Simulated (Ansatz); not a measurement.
# CrTe2: the cost of one run

Method: reference: DFT, PBEsol, plane waves, PAW, in Ansatz 0.2.0.

1 further run of the same task is left out (it didn't finish).

### 1 Starting point

Symmetry: P-6m2, No. 187, hexagonal system. Conventional cell: a = 3.486 Å, b = 3.486 Å, c = 31.045 Å, α = 90.00°, β = 90.00°, γ = 120.00°. Around Cr (site symmetry -6m2) lie 6 Te at 2.63 Å. Around Te (site symmetry 3m) lie 3 Cr at 2.63 Å.

Coordinates:

```cif
data_structure
_symmetry_space_group_name_H-M 'P 1'
_symmetry_Int_Tables_number 1
_cell_length_a 3.4864
_cell_length_b 3.4864
_cell_length_c 31.0454
_cell_angle_alpha 90.000
_cell_angle_beta 90.000
_cell_angle_gamma 120.000
_cell_volume 326.81
loop_
_atom_site_label
_atom_site_type_symbol
_atom_site_fract_x
_atom_site_fract_y
_atom_site_fract_z
_atom_site_occupancy
Cr1 Cr 0.33333 0.66667 0.28990 1
Te1 Te 0.66667 0.33333 0.34418 1
Te2 Te 0.66667 0.33333 0.23562 1
```

### 2 The reference run

input.yaml reads:

```yaml
crystal:
  lattice:
    - [3.486431421, 0.0, 0.0]
    - [-1.7432157105, 3.0193381791, 0.0]
    - [0.0, 0.0, 31.0453894408]
  atoms:
    - { symbol: Cr, position: [0.3333333333, 0.6666666667, 0.2898981189] }
    - { symbol: Te, position: [0.6666666667, 0.3333333333, 0.3441764709] }
    - { symbol: Te, position: [0.6666666667, 0.3333333333, 0.2356197669] }
  periodic: [true, true, false]
kpoints:
  mp_grid: { grid: [6, 6, 1] }
hamiltonian:
  xc: pbesol
scf:
  occupations: { method: fixed }
  n_extra_bands: 4
output:
  forces: true
  stress: true
  eigenvalues: true
```

Started as:

```bash
ansatz run input.yaml --threads 4 --pin off --max-ram 4608MiB --backend cpu --events-out ev --progress --plain --runs-dir out
```

Q: Estimate wall time and peak memory on 4 threads of Arm Neoverse N1, shared host.

About 3.5 s, with a peak of 0.58 GiB.
